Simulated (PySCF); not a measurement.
# Br2: the SCF solver's settings

Aim: find out which solver settings change the answer for Br2.

The runs use PySCF 2.14.0; method and basis as typed in the scripts.

2 further runs of the same task are left out: 2 that didn't finish.

## Step 1: Starting geometry

Br2: 2 atoms, charge 0, spin multiplicity 1.

Bond lengths: Br1–Br2 2.007 Å.

## Step 2: The run that the others are compared with

The input, input.py:

```python
from pyscf import gto, scf, mp

mol = gto.M(
    atom='Br 0 0 0; Br 0 0 2.007',
    basis='3-21g',
    charge=0,
    spin=0,
    symmetry=True,
    verbose=4,
)
mf = scf.UHF(mol)
mf.kernel()
mp.MP2(mf).kernel()
mf.dip_moment()
print('orbital energies (hartree):', [e[max(0, n-3):n+3].round(4) for e, n in zip(mf.mo_energy, mol.nelec)])
```

The run is started by

```console
$ OMP_NUM_THREADS=1 python input.py
```

Its log is not repeated here.

Base result: E(SCF) = -5119.989830 Eh, 7 cycles, E(MP2) − E(SCF) = -0.07131 Eh, μ = 0.00 D (of the SCF density).

The bond length is a typed value, not an optimised one.

## Step 3: Level shift 1 hartree

Variant 1 changes level shift: none → 1 hartree.

The input, input.py:

```python
from pyscf import gto, scf, mp

mol = gto.M(
    atom='Br 0 0 0; Br 0 0 2.007',
    basis='3-21g',
    charge=0,
    spin=0,
    symmetry=True,
    verbose=4,
)
mf = scf.UHF(mol)
mf.level_shift = 1.0
mf.kernel()
mp.MP2(mf).kernel()
mf.dip_moment()
print('orbital energies (hartree):', [e[max(0, n-3):n+3].round(4) for e, n in zip(mf.mo_energy, mol.nelec)])
```

The run is started by

```console
$ OMP_NUM_THREADS=1 python input.py
```

## Step 4: Smearing width 0.005 hartree

Variant 2 changes smearing width: none → 0.005 hartree; step after the SCF: mp2 → none.

Edit input.py of step 2 so:

```diff
@@ -1,2 +1,2 @@
-from pyscf import gto, scf, mp
+from pyscf import gto, scf
 
@@ -11,4 +11,4 @@
 mf = scf.UHF(mol)
+mf = scf.addons.smearing_(mf, sigma=0.005, method='fermi')
 mf.kernel()
-mp.MP2(mf).kernel()
 mf.dip_moment()
```

## Step 5: Convergence threshold 0.001 hartree

Variant 3 changes convergence threshold: default → 0.001 hartree.

Edit input.py of step 2 so:

```diff
@@ -11,2 +11,3 @@
 mf = scf.UHF(mol)
+mf.conv_tol = 0.001
 mf.kernel()
```

## Step 6: Smearing width 0.2 hartree

Variant 4 changes smearing width: none → 0.2 hartree; step after the SCF: mp2 → none.

Edit input.py of step 2 so:

```diff
@@ -1,2 +1,2 @@
-from pyscf import gto, scf, mp
+from pyscf import gto, scf
 
@@ -11,4 +11,4 @@
 mf = scf.UHF(mol)
+mf = scf.addons.smearing_(mf, sigma=0.2, method='fermi')
 mf.kernel()
-mp.MP2(mf).kernel()
 mf.dip_moment()
```

## Step 7: Second-order solver on

Variant 5 changes second-order solver: off → on.

Edit input.py of step 2 so:

```diff
@@ -11,2 +11,3 @@
 mf = scf.UHF(mol)
+mf = mf.newton()
 mf.kernel()
```

## Step 8: Initial guess atom

Variant 6 changes initial guess: minao → atom.

Edit input.py of step 2 so:

```diff
@@ -11,2 +11,3 @@
 mf = scf.UHF(mol)
+mf.init_guess = 'atom'
 mf.kernel()
```

What does the calculation give? Wanted: for each run, E(SCF); from base; gap; after the SCF.

The runs gave:

```tsv
run	E(SCF) (hartree)	from base (eV)	cycles	gap (eV)	after the SCF
base	-5119.989830	0	7	12.81	MP2 correlation -1.940 eV
level shift 1 hartree	-5119.989830	0.0000	15	12.81	MP2 correlation -1.940 eV
smearing width 0.005 hartree	-5119.989830	0.0000	7	n/a	n/a
convergence threshold 0.001 hartree	-5119.989829	0.0000	3	12.81	MP2 correlation -1.940 eV
smearing width 0.2 hartree (poor choice)	-5119.226317	not comparable	11	n/a	n/a
second-order solver on	-5119.989830	0.0000	2 macro	12.81	MP2 correlation -1.940 eV
initial guess atom	-5119.989830	0.0000	6	12.81	MP2 correlation -1.940 eV
```

Distance from each run's final energy (log10 hartree) by cycle:

```tsv
run	cycle 1	cycle 2	cycle 3	cycle 5	cycle 8	cycle 12
base	-2.0	-3.5	-5.2	-8.4	done	done
level shift 1 hartree	-1.3	-1.8	-2.3	-3.5	-5.3	-7.7
smearing width 0.005 hartree	-2.0	-3.5	-5.2	-8.4	done	done
convergence threshold 0.001 hartree	-2.0	-3.5	-5.3	done	done	done
smearing width 0.2 hartree (poor choice)	-2.3	-2.3	-2.8	-4.1	-6.8	done
initial guess atom	-1.8	-3.3	-4.7	-9.2	done	done
```

What this shows: No change of the SCF energy comes from level shift 1 hartree or smearing width 0.005 hartree or convergence threshold 0.001 hartree or second-order solver on or initial guess atom. The base needs 7 cycles and the run with level shift 1 hartree needs 15. Rows marked «poor choice» come from settings spoiled on purpose.
